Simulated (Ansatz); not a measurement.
# BH5S (B(H2S)H3) at B3LYP/STO-3G

Aim: the electronic atomisation energy of BH5S (B(H2S)H3) at B3LYP/STO-3G, from 4 runs. 

The results are computed with Ansatz 0.2.0.

43 further runs of the same task are left out: 43 set aside as unsound or not needed.

### 1 The structure to begin with

BH5S has 7 atoms, charge 0, and is taken as a singlet. SMILES: `[H]B([H])([H])<-S`. The coordinates come from a GFN2-xTB relaxation.

Bond lengths: B1–S2 2.040 Å, S2–H3 1.336 Å, S2–H4 1.337 Å, B1–H5 1.181 Å, B1–H6 1.184 Å, B1–H7 1.181 Å. Angles: B1–S2–H3 98.0°, B1–S2–H4 98.0°, S2–B1–H5 102.5°, S2–B1–H6 103.4°, S2–B1–H7 102.5°, H3–S2–H4 92.0°, H5–B1–H6 115.4°, H5–B1–H7 114.9°, H6–B1–H7 115.4°.

### 2 The energy at B3LYP/STO-3G

input.yaml reads:

```yaml
crystal:
  periodic: [false, false, false]
  atoms:
    - symbol: B
      position_ang: [0.127630, -0.217240, -0.817090]
    - symbol: S
      position_ang: [0.134050, -0.231310, 1.222430]
    - symbol: H
      position_ang: [0.506250, 1.037510, 1.415020]
    - symbol: H
      position_ang: [-1.154430, 0.067690, 1.414850]
    - symbol: H
      position_ang: [1.280190, -0.216980, -1.075620]
    - symbol: H
      position_ang: [-0.453000, 0.779570, -1.081760]
    - symbol: H
      position_ang: [-0.440700, -1.219250, -1.077830]
basis:
  gaussian: {orbitals: STO-3G}
hamiltonian: {xc: {name: B3LYP}}
accuracy: high
```

Started as:

```bash
$ ansatz run input.yaml --threads 1 --pin off --max-ram 2610MiB --events-out events.jsonl --progress --plain --runs-dir runs
```

The program printed:

```text
Warning: RAYON_NUM_THREADS=1 ignored (pool sized by the plan → 1); use --threads N
Functional definition: B3LYP
  name "B3LYP"
  parameter a0 = 0.2
  parameter ax = 0.72
  parameter ac = 0.81
  exchange = (1 - a0 - ax)*slater_x + ax*b88_x + a0*exact_x
  correlation = (1 - ac)*vwn_rpa_c + ac*lyp_c
329 factors; integrals over basis functions are off by at most 8.7e-9 eV
mean field evaluation 1: about -11463.3669 eV, gradient 1.5e1 eV
mean field evaluation 2: about -11464.1893 eV, gradient 8.2e0 eV
mean field evaluation 4: about -11464.4591 eV, gradient 8.9e-2 eV
mean field evaluation 8: about -11464.4179 eV, gradient 3.5e-4 eV
mean field -11464.41791245 eV, -421.3095874208 hartree, gradient 8.4e-8 eV, S^2 0.000000; 0 other end points of the search recorded, 0 dependent functions left out
reference -11464.41793996 eV, -421.3095884320 hartree; 13, 13 occupied and 6, 6 virtual orbitals, 329 factors
Total energy: -11464.41793996 eV, -421.3095884320 hartree
```

Run time: 1.1 s. Hardware: 1 thread of Arm Neoverse V2, shared host; peak memory 0.097 GiB.

### 3 The B atom, same level

run.yaml reads:

```yaml
crystal:
  periodic: [false, false, false]
  atoms:
    - {symbol: B, position_ang: [0.000000, 0.000000, 0.000000]}
basis:
  gaussian:
    orbitals: STO-3G
magnetization:
  spin_polarized: true
  initial_magnetization: 1
hamiltonian:
  xc: {name: B3LYP}
accuracy: high
```

Run the same way, it converges to -24.28154 Eh (log not shown).

### 4 The H atom

molecule.yaml reads:

```yaml
crystal:
  periodic: [false, false, false]
  atoms:
    - {symbol: H, position_ang: [0.000000, 0.000000, 0.000000]}
basis:
  gaussian: {orbitals: STO-3G}
hamiltonian: {xc: {name: B3LYP}}
accuracy: high
magnetization: {spin_polarized: true, initial_magnetization: 1}
```

Run the same way, it converges to -0.46753 Eh (log not shown).

### 5 The S atom

molecule.yaml reads:

```yaml
crystal:
  periodic: [false, false, false]
  atoms:
    - symbol: S
      position_ang: [0.000000, 0.000000, 0.000000]
basis:
  gaussian:
    orbitals: STO-3G
hamiltonian:
  xc: {name: B3LYP}
accuracy: high
magnetization:
  spin_polarized: true
  initial_magnetization: 2
```

Run the same way, it converges to -393.67266 Eh (log not shown).

### 6 What came out

Level: B3LYP/STO-3G.

| quantity | value |
| --- | --- |
| molecule: total energy | -421.30959 Eh |
| B atom: total energy | -24.28154 Eh |
| B atom: ⟨S²⟩ | 0.750 |
| H atom: total energy | -0.46753 Eh |
| H atom: ⟨S²⟩ | 0.750 |
| S atom: total energy | -393.67266 Eh |
| S atom: ⟨S²⟩ | 2.000 |
| electronic atomisation energy | 27.694 eV |

**Reading.** Taking the molecule apart into free atoms costs 27.69 eV (639 kcal/mol), before zero-point energy and without spin-orbit coupling. In a minimal basis such a difference can be off by several eV, whatever the method.
